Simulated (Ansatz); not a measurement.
# C₂H₅ClZn: a ladder of functionals and wavefunction methods

One table from this session's results is given with a row withheld; the runs are named, their logs left out.

Computed with Ansatz 0.2.0, Gaussian basis. Level: functionals in def2-TZVPP, the program's frozen cores in correlated methods.

The runs, in order: PBE-D4, r2SCAN-D4, PBE0-D4, B3LYP-D4, ωB97X-V, ωB97M-V, B2PLYP; CCSD(T)/def2-TZVPP; MP2/def2-QZVPP; extrapolation to the limit.

### The relaxed structure

An earlier PBE0-D4 in a triple-zeta def2 set relaxation fixed the geometry.

SMILES `[CH3][Zn][CH2]Cl`, 9 atoms, charge 0, spin multiplicity 1.

Atoms are counted from 1 here; the program's logs count them from 0.

Bond lengths: C1–Zn2 1.935 Å, C1–H5 1.093 Å, C1–H6 1.093 Å, C1–H7 1.093 Å, Zn2–C3 1.957 Å, C3–Cl4 1.806 Å, C3–H8 1.090 Å, C3–H9 1.090 Å. Angles: Zn2–C1–H5 110.7°, Zn2–C1–H6 110.9°, Zn2–C1–H7 110.9°, H5–C1–H6 108.1°, H5–C1–H7 108.0°, H6–C1–H7 108.0°, C1–Zn2–C3 177.8°, Zn2–C3–Cl4 106.0°, Zn2–C3–H8 114.6°, Zn2–C3–H9 114.6°, Cl4–C3–H8 106.4°, Cl4–C3–H9 106.4°, H8–C3–H9 108.1°.

Set-up of the first run:

in.yaml

```yaml
crystal:
  periodic: [false, false, false]
  atoms:
    - {symbol: C, position_ang: [-0.327043, 1.645752, -1.025269]}
    - {symbol: Zn, position_ang: [0.076915, 0.095802, 0.060984]}
    - {symbol: C, position_ang: [0.442581, -1.513688, 1.112005]}
    - {symbol: Cl, position_ang: [-0.439861, -2.857368, 0.289659]}
    - {symbol: H, position_ang: [-1.007420, 1.381701, -1.838392]}
    - {symbol: H, position_ang: [-0.800853, 2.428449, -0.427887]}
    - {symbol: H, position_ang: [0.582379, 2.061134, -1.466177]}
    - {symbol: H, position_ang: [0.070207, -1.481194, 2.135534]}
    - {symbol: H, position_ang: [1.491596, -1.806887, 1.142441]}
basis:
  gaussian: {orbitals: def2-TZVPP}
hamiltonian: {xc: pbe, dispersion: d4}
output: {forces: true, orbitals: {seedname: orbitals}}
```

Started as:

```console
$ ansatz run in.yaml --threads 4 --pin off --events-out ev --progress --plain --max-ram 10444MiB
```

Steps of the session up to this table: PBE-D4 (GGA); r2SCAN-D4 (meta-GGA); PBE0-D4 (hybrid); B3LYP-D4 (hybrid); ωB97X-V (range-separated); ωB97M-V (range-separated); B2PLYP (double hybrid); CCSD(T) in def2-TZVPP; MP2 in def2-QZVPP.

One table of the session follows, with a row left open; its other results are not shown here.

```
            method  atomisation energy (kcal/mol)
            PBE-D4                          697.1
         r2SCAN-D4                          690.7
           PBE0-D4                          689.0
          B3LYP-D4                          679.5
           ωB97X-V                          687.9
           ωB97M-V                          687.2
            B2PLYP                          675.5
     HF/def2-TZVPP                          502.4
    MP2/def2-TZVPP                              ?
   CCSD/def2-TZVPP                          658.0
CCSD(T)/def2-TZVPP                          668.1
           MP2/CBS                          696.3
       CCSD(T)/CBS                          684.5
```

**Question.** Estimate the row for MP2/def2-TZVPP.

**Answer.** atomisation energy (kcal/mol): 680.0. In the column «atomisation energy (kcal/mol)» it lies between B3LYP-D4 (679.5) and CCSD(T)/CBS (684.5).
